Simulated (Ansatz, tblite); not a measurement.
# [CoI(H2O)5]2+ (CoH₁₀IO₅ (+2)): removing an electron

An exercise on one series of results from a longer session: the logs are not shown, and one member is left open.

Program: Ansatz 0.2.0, Gaussian basis. Level of theory: as each input shows. These are calculated values, not measurements.

The runs, in order: charge +3 doublet, at the geometry of the singlet (PBE0-D4/def2-TZVP, PBE-D4/def2-TZVP, r2SCAN-D4/def2-TZVP, CAM-B3LYP-D4/def2-TZVP, LDA/def2-TZVP, BHLYP-D4/def2-TZVP); charge +3 doublet, relaxed (PBE0-D4/def2-TZVP, PBE-D4/def2-TZVP); the starting singlet's energies come from earlier runs.

7 further runs of the same task are left out: 7 set aside as unsound or not needed.

## The geometry

The singlet was relaxed beforehand with r2SCAN-D4/def2-SVP.

17 atoms, charge 2, spin multiplicity 1.

Atoms are counted from 1 here; the program's logs count them from 0.

Bond lengths: Co1–I2 2.516 Å, Co1–O3 2.032 Å, Co1–O6 1.924 Å, Co1–O9 1.925 Å, Co1–O12 1.922 Å, Co1–O15 1.922 Å, O3–H4 0.973 Å, O3–H5 0.973 Å, O6–H7 0.978 Å, O6–H8 0.979 Å, O9–H10 0.978 Å, O9–H11 0.978 Å, O12–H13 0.976 Å, O12–H14 0.978 Å, O15–H16 0.978 Å, O15–H17 0.976 Å. Angles: I2–Co1–O3 179.2°, I2–Co1–O6 92.9°, I2–Co1–O9 92.9°, I2–Co1–O12 91.2°, I2–Co1–O15 91.4°, O3–Co1–O6 87.2°, O3–Co1–O9 86.9°, O3–Co1–O12 89.6°, O3–Co1–O15 87.8°, O6–Co1–O9 174.2°, O6–Co1–O12 92.1°, O6–Co1–O15 87.8°, O9–Co1–O12 87.7°, O9–Co1–O15 92.2°, O12–Co1–O15 177.5°, Co1–O3–H4 126.4°, Co1–O3–H5 125.7°, H4–O3–H5 107.6° and more.

As a file:

```xyz
17
CoH10IO5
Co    0.02438   -0.01551    0.23231
I     0.27682   -0.19436    2.72885
O    -0.18257    0.09930   -1.78629
H     0.52684    0.26784   -2.43007
H    -1.02637    0.10921   -2.27003
O     1.91855    0.18157   -0.04456
H     2.37101   -0.67012   -0.20858
H     2.42772    0.60638    0.67519
O    -1.89053   -0.19357    0.31480
H    -2.35539    0.66246    0.40409
H    -2.25380   -0.75737    1.02707
O    -0.22582    1.88663    0.35392
H     0.14438    2.45410   -0.34864
H    -0.07455    2.33026    1.21283
O     0.26674   -1.91070    0.02618
H     0.26213   -2.49532    0.81013
H    -0.20953   -2.36078   -0.69724
```

Formally the metal is d6. I takes a core potential in the def2 sets. No spin-orbit coupling is included. The ion is computed in the gas phase, without counter-ions or solvent.

The first run:

Contents of in.yaml:

```yaml
crystal:
  periodic: [false, false, false]
  atoms:
    - {symbol: Co, position_ang: [0.024375, -0.015506, 0.232315]}
    - {symbol: I, position_ang: [0.276818, -0.194357, 2.728848]}
    - {symbol: O, position_ang: [-0.182566, 0.099297, -1.786288]}
    - {symbol: H, position_ang: [0.526836, 0.267841, -2.430068]}
    - {symbol: H, position_ang: [-1.026367, 0.109207, -2.270026]}
    - {symbol: O, position_ang: [1.918551, 0.181572, -0.044559]}
    - {symbol: H, position_ang: [2.371015, -0.670121, -0.208585]}
    - {symbol: H, position_ang: [2.427723, 0.606379, 0.675190]}
    - {symbol: O, position_ang: [-1.890531, -0.193575, 0.314802]}
    - {symbol: H, position_ang: [-2.355393, 0.662460, 0.404093]}
    - {symbol: H, position_ang: [-2.253802, -0.757367, 1.027074]}
    - {symbol: O, position_ang: [-0.225820, 1.886629, 0.353925]}
    - {symbol: H, position_ang: [0.144378, 2.454103, -0.348642]}
    - {symbol: H, position_ang: [-0.074552, 2.330260, 1.212834]}
    - {symbol: O, position_ang: [0.266741, -1.910699, 0.026183]}
    - {symbol: H, position_ang: [0.262128, -2.495322, 0.810133]}
    - {symbol: H, position_ang: [-0.209533, -2.360783, -0.697238]}
basis:
  gaussian: {orbitals: def2-TZVP}
total_charge: 3
magnetization: {spin_polarized: true, initial_magnetization: 1}
hamiltonian: {xc: pbe0, dispersion: d4}
scf: {omitted_lower_state_checks: [starts]}
output: {orbitals: {seedname: orbitals}}
```

On the command line:

```sh
$ ansatz run in.yaml --threads 2 --pin off --events-out ev --progress --plain --max-ram 32768MiB --backend cuda --devices 0, --max-vram 18GiB
```

Steps of the session up to this table: Charge +3 doublet at the fixed geometry, PBE0-D4/def2-TZVP; Charge +3 doublet at the fixed geometry, PBE-D4/def2-TZVP; Charge +3 doublet at the fixed geometry, r2SCAN-D4/def2-TZVP; Charge +3 doublet at the fixed geometry, CAM-B3LYP-D4/def2-TZVP; Charge +3 doublet at the fixed geometry, LDA/def2-TZVP; Charge +3 doublet at the fixed geometry, BHLYP-D4/def2-TZVP.

One of the session's tables, all rows but one given; the rest of the session is left out.

It belongs to the step «Vertical ionisation energy». Beside −ε(HOMO) of the starting state:

| level | −ε(HOMO) (eV) | by difference (eV) | mismatch (eV) |
| --- | --- | --- | --- |
| LDA/def2-TZVP | 14.22 | 17.31 | -3.09 |
| PBE-D4/def2-TZVP | 14.06 | 17.12 | -3.06 |
| r2SCAN-D4/def2-TZVP | 14.33 | 17.25 | -2.91 |
| PBE0-D4/def2-TZVP | ? | ? | ? |
| BHLYP-D4/def2-TZVP | 16.23 | 17.25 | -1.02 |
| CAM-B3LYP-D4/def2-TZVP | 16.57 | 17.41 | -0.84 |

**Question.** Estimate the row for PBE0-D4/def2-TZVP.

The run gave: −ε(HOMO) (eV): 15.29; by difference (eV): 17.34; mismatch (eV): -2.06. In the column «−ε(HOMO) (eV)» it lies between r2SCAN-D4/def2-TZVP (14.33) and BHLYP-D4/def2-TZVP (16.23).
